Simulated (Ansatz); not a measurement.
# C₃H₁₁GeInSi: basis-set convergence

One table from this session's results is given with a row withheld; the runs are named, their logs left out.

The runs use Ansatz 0.2.0, Gaussian basis; one geometry, several basis sets.

The runs, in order: PBE0-D4/def2-SVP; ωB97M-V/def2-SVP; PBE0-D4/def2-QZVPP; ωB97M-V/def2-QZVPP; the functionals' def2-TZVPP values are taken from earlier runs.

## The geometry

The geometry comes from an earlier relaxation with PBE0-D4 in a triple-zeta def2 set; it is a stationary point, not always the lowest conformer. In takes the def2 core potential; no spin-orbit term is included.

17 atoms, charge 0, spin multiplicity 1.

Atoms are counted from 1 here; the program's logs count them from 0.

Bond lengths: C1–Si2 1.865 Å, C1–H7 1.093 Å, C1–H8 1.092 Å, C1–H9 1.092 Å, Si2–C3 1.856 Å, Si2–H10 1.522 Å, Si2–H11 1.489 Å, C3–C4 1.343 Å, C3–H12 1.096 Å, C4–Ge5 1.945 Å, C4–In6 2.178 Å, Ge5–H13 1.542 Å, Ge5–H14 1.542 Å, Ge5–H15 1.541 Å, In6–H16 1.724 Å, In6–H17 1.726 Å. Angles: Si2–C1–H7 110.1°, Si2–C1–H8 110.6°, Si2–C1–H9 111.2°, H7–C1–H8 108.2°, H7–C1–H9 108.0°, H8–C1–H9 108.6°, C1–Si2–C3 114.8°, C1–Si2–H10 108.3°, C1–Si2–H11 110.2°, C3–Si2–H10 103.5°, C3–Si2–H11 113.5°, H10–Si2–H11 105.7°, Si2–C3–C4 120.1°, Si2–C3–H12 119.3°, C4–C3–H12 120.6°, C3–C4–Ge5 119.4°, C3–C4–In6 117.4°, Ge5–C4–In6 123.1° and more.

Set-up of the first run:

in.yaml reads:

```yaml
crystal:
  periodic: [false, false, false]
  atoms:
    - {symbol: C, position_ang: [1.124411, -2.522510, -0.999718]}
    - {symbol: Si, position_ang: [1.433002, -0.899627, -0.133845]}
    - {symbol: C, position_ang: [0.347374, 0.499069, -0.689968]}
    - {symbol: C, position_ang: [-0.554251, 1.028572, 0.152330]}
    - {symbol: Ge, position_ang: [-1.700728, 2.475258, -0.461769]}
    - {symbol: In, position_ang: [-0.646463, 0.210088, 2.168325]}
    - {symbol: H, position_ang: [1.374998, -2.436964, -2.060391]}
    - {symbol: H, position_ang: [0.073273, -2.807462, -0.920274]}
    - {symbol: H, position_ang: [1.735633, -3.320266, -0.571900]}
    - {symbol: H, position_ang: [1.074419, -1.065344, 1.336468]}
    - {symbol: H, position_ang: [2.885311, -0.570572, -0.160388]}
    - {symbol: H, position_ang: [0.441984, 0.876989, -1.714321]}
    - {symbol: H, position_ang: [-1.370113, 2.828618, -1.926064]}
    - {symbol: H, position_ang: [-3.181379, 2.059061, -0.355893]}
    - {symbol: H, position_ang: [-1.508216, 3.720908, 0.425290]}
    - {symbol: H, position_ang: [0.214502, 1.009270, 3.430436]}
    - {symbol: H, position_ang: [-1.743746, -1.085078, 2.481673]}
basis:
  gaussian: {orbitals: def2-SVP}
hamiltonian: {xc: pbe0, dispersion: d4}
output: {orbitals: {seedname: orbitals}}
```

Launch:

```
ansatz run in.yaml --threads 2 --pin off --events-out ev --progress --plain --max-ram 32768MiB --backend cpu
```

Steps of the session up to this table: PBE0-D4 in def2-SVP; ωB97M-V in def2-SVP; PBE0-D4 in def2-QZVPP; ωB97M-V in def2-QZVPP.

One table of the session follows, with a row left open; its other results are not shown here.

It belongs to the step «Functionals by basis». 

```
functional       basis  HOMO (eV)
   PBE0-D4    def2-SVP      -6.87
   PBE0-D4  def2-TZVPP      -6.86
   PBE0-D4  def2-QZVPP      -6.87
   ωB97M-V    def2-SVP          ?
   ωB97M-V  def2-TZVPP      -8.93
   ωB97M-V  def2-QZVPP      -8.94
```

Estimate the missing values for ωB97M-V, def2-SVP.

The run gave: HOMO (eV): -8.92. In the column «HOMO (eV)» it lies between ωB97M-V, def2-TZVPP (-8.93) and PBE0-D4, def2-SVP (-6.87).
